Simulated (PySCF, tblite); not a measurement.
**C₆H₁₂AsNSi: geometry, infrared bands and NMR shifts**

What infrared bands and NMR shifts should C₆H₁₂AsNSi (`[H]/N=C\[C@@H]1C=C[C@@H]([SiH2][AsH2])C1`) show?

Programs: tblite 0.8.0 and PySCF 2.14.0, with density-fitted response routines of our own. Each step states its level of theory. These are calculated values for one molecule in the gas phase, unless marked as measured. Atoms count from 0, in the outputs and in this text.

## 1. The molecule as given

21 atoms, charge 0, multiplicity 1; geometry from: force field or distance geometry start.

Bonds of the start (Å): N0–C1 1.27, C1–C2 1.53, C2–C3 1.49, C3–C4 1.32, C4–C5 1.52, C5–Si6 1.88, Si6–As7 2.33, C5–C8 1.50, C8–C2 1.50, N0–H9 1.04, C1–H10 1.08, C2–H11 1.11, C3–H12 1.11, C4–H13 1.08, C5–H14 1.09, Si6–H15 1.46, Si6–H16 1.47, As7–H17 1.55, As7–H18 1.55, C8–H19 1.10, C8–H20 1.11.

## 2. Geometry optimisation with GFN2-xTB

Job settings and geometry (Å):

```
{"job": {"kind": "relax", "xc": "GFN2-xTB", "basis": "xTB"}, "charge": 0, "multiplicity": 1}
N     -3.870800     0.029400     0.335700
C     -2.663500     0.284500     0.029000
C     -1.525700    -0.626600     0.483700
C     -0.700200     0.169400     1.433100
C      0.285700     0.778900     0.808200
C      0.182000     0.451400    -0.670200
Si     1.932800     0.103600    -1.266400
As     3.356100     0.370600     0.561700
C     -0.530200    -0.862000    -0.612000
H     -4.106500    -0.810800     0.899600
H     -2.362700     1.146500    -0.546900
H     -1.912300    -1.572500     0.918900
H     -0.844400     0.246500     2.527500
H      1.060000     1.420200     1.208800
H     -0.324100     1.231000    -1.247000
H      2.289600     1.068300    -2.297600
H      1.962100    -1.272900    -1.789100
H      4.304400     1.577000     0.335500
H      4.222600    -0.912500     0.669000
H     -0.966700    -1.201400    -1.558800
H      0.203100    -1.601500    -0.223100
```

Run with:

```bash
$ OMP_NUM_THREADS=1 python probes_run.py task.json out
```

The driver reads the jobs from task.json and runs them one after another.

**Question.** This job is followed by: GFN2-xTB harmonic vibrations, gas phase; GIAO PBE0/pcSseg-1 NMR shielding, non-relativistic, gas phase. Predict these results of the whole session: strongest single infrared mode (GFN2-xTB); zero-point energy (GFN2-xTB); 13C shifts against TMS (PBE0/pcSseg-1); 1H shifts against TMS (PBE0/pcSseg-1, means over atoms taken as alike); 15N shifts against NH3 (PBE0/pcSseg-1); 29Si shifts against TMS (PBE0/pcSseg-1); 75As shifts against AsH3 (PBE0/pcSseg-1); surface potential, 1st and 99th percentile.

The runs gave:

```
                                                              quantity                                                                  value
                             strongest single infrared mode (GFN2-xTB)                                                  1938 cm⁻¹, 729 km/mol
                                          zero-point energy (GFN2-xTB)                                                          98.0 kcal/mol
                                13C shifts against TMS (PBE0/pcSseg-1)                              177.2, 143.1, 136.8, 64.9, 32.9, 31.4 ppm
1H shifts against TMS (PBE0/pcSseg-1, means over atoms taken as alike)  10.26, 7.50, 5.80, 5.66, 4.85, 4.31, 2.96, 2.72, 2.20, 2.17, 1.43 ppm
                                15N shifts against NH3 (PBE0/pcSseg-1)                                                              349.1 ppm
                               29Si shifts against TMS (PBE0/pcSseg-1)                                                              -40.6 ppm
                              75As shifts against AsH3 (PBE0/pcSseg-1)                                                                -57 ppm
                                 surface potential, 1st and 99th percentile                                                     -1.89 V and 1.10 V
```

What this shows: Over 169 steps the energy fell by 1.309 eV; of the close pairs, As7–H18 changed most, 1.552 to 1.498 Å. All 57 modes are real, so the xTB geometry is a minimum. Unscaled tight-binding wavenumbers are off by several per cent, some by more. Its intensities can rank the bands wrongly. At PBE0/pcSseg-1: The widest tensor belongs to N0: span 605 ppm, with a paramagnetic part of -400 ppm. By nearest atom (PBE0/pcSseg-1), the HOMO sits on N0 26 %; C3, C4 about 14 % each and the LUMO on C1, C3, C4 about 16 % each; N0 16 %. Spin-orbit coupling is left out, which matters for shieldings and couplings at and beside the heavy atoms.
